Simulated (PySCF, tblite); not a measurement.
# C₄H₉B₂F₂N: geometry, infrared bands and NMR shifts

Aim: predict the infrared bands and NMR shifts of C₄H₉B₂F₂N (`C=C(C)B(N)CB(F)F`).

The runs use tblite 0.8.0 and PySCF 2.14.0, with density-fitted response routines of our own; the level of theory stands in each step. All values are computed, except where a source is named. Atoms count from 0, in the outputs and in this text.

## Step 1: The starting structure

18 atoms, charge 0, multiplicity 1; geometry from: force field or distance geometry start.

Bonds of the start (Å): C0–C1 1.33, C1–C2 1.49, C1–B3 1.57, B3–N4 1.54, B3–C5 1.57, C5–B6 1.57, B6–F7 1.47, B6–F8 1.43, C0–H9 1.10, C0–H10 1.07, C2–H11 1.13, C2–H12 1.13, C2–H13 1.11, N4–H14 1.04, N4–H15 1.03, C5–H16 1.10, C5–H17 1.13.

## Step 2: Relaxing the molecule with GFN2-xTB

The job: settings as JSON, then the geometry in Å.

```
{"job": {"kind": "relax", "xc": "GFN2-xTB", "basis": "xTB"}, "charge": 0, "multiplicity": 1}
C     -2.119800    -1.229400    -0.519500
C     -1.272200    -0.204100    -0.505100
C     -1.879800     1.160500    -0.539400
B      0.279900    -0.403900    -0.432600
N      0.747400    -1.785500     0.066400
C      1.253900     0.826400    -0.463500
B      2.735500     0.503000    -0.040500
F      3.562200     1.630100     0.415500
F      3.380800    -0.773800    -0.055000
H     -3.182500    -0.963100    -0.564300
H     -1.820400    -2.256600    -0.491600
H     -2.478100     1.303600     0.411900
H     -2.681000     1.155600    -1.332600
H     -1.128200     1.961100    -0.695700
H      0.905400    -1.681400     1.085000
H      1.568700    -2.128800    -0.449100
H      1.245300     1.312700    -1.448600
H      0.874100     1.580000     0.282200
```

The run is started by

```
OMP_NUM_THREADS=1 python probes_run.py task.json out
```

The driver reads the jobs from task.json and runs them one after another.

**Question.** This job is followed by: GFN2-xTB harmonic vibrations, gas phase; GIAO PBE0/pcSseg-1 NMR shielding, non-relativistic, gas phase. What will the session give for the following? strongest single infrared mode (GFN2-xTB); zero-point energy (GFN2-xTB); ¹³C shifts against TMS (PBE0/pcSseg-1); ¹H shifts against TMS (PBE0/pcSseg-1, means over atoms taken as alike); ¹¹B shifts against BF3·OEt2 (PBE0/pcSseg-1); ¹⁵N shifts against NH3 (PBE0/pcSseg-1); ¹⁹F shifts against CFCl3 (PBE0/pcSseg-1, means over atoms taken as alike); surface potential, 1st and 99th percentile.

As calculated:

| quantity | value |
| --- | --- |
| strongest single infrared mode (GFN2-xTB) | 1264 cm⁻¹, 434 km/mol |
| zero-point energy (GFN2-xTB) | 85.3 kcal/mol |
| ¹³C shifts against TMS (PBE0/pcSseg-1) | 159.8, 125.9, 26.7, 10.4 ppm |
| ¹H shifts against TMS (PBE0/pcSseg-1, means over atoms taken as alike) | 5.60, 5.39, 4.04, 2.03, 0.89 ppm |
| ¹¹B shifts against BF3·OEt2 (PBE0/pcSseg-1) | 39.1, 28.6 ppm |
| ¹⁵N shifts against NH3 (PBE0/pcSseg-1) | 109.1 ppm |
| ¹⁹F shifts against CFCl3 (PBE0/pcSseg-1, means over atoms taken as alike) | -68.7 ppm |
| surface potential, 1st and 99th percentile | -0.92 V and 1.74 V |

What this shows: Over 223 steps the energy fell by 2.075 eV; of the close pairs, B3–N4 changed most, 1.542 to 1.382 Å. All 48 modes are real, so the xTB geometry is a minimum. The strongest single mode, at 1264 cm⁻¹, moves mainly B6. GFN2-xTB is a fitted tight-binding method: band positions and strengths are rough. Its intensities can rank the bands wrongly. At PBE0/pcSseg-1: The widest tensor belongs to F7, F8: span 292 ppm, with a paramagnetic part of -228 ppm. At PBE0/pcSseg-1, counted by nearest atom on the grid, the HOMO lies on C0, C1 about 34 % each; N4 6 %, the LUMO on B3 23 %; C0, C1 about 15 % each.
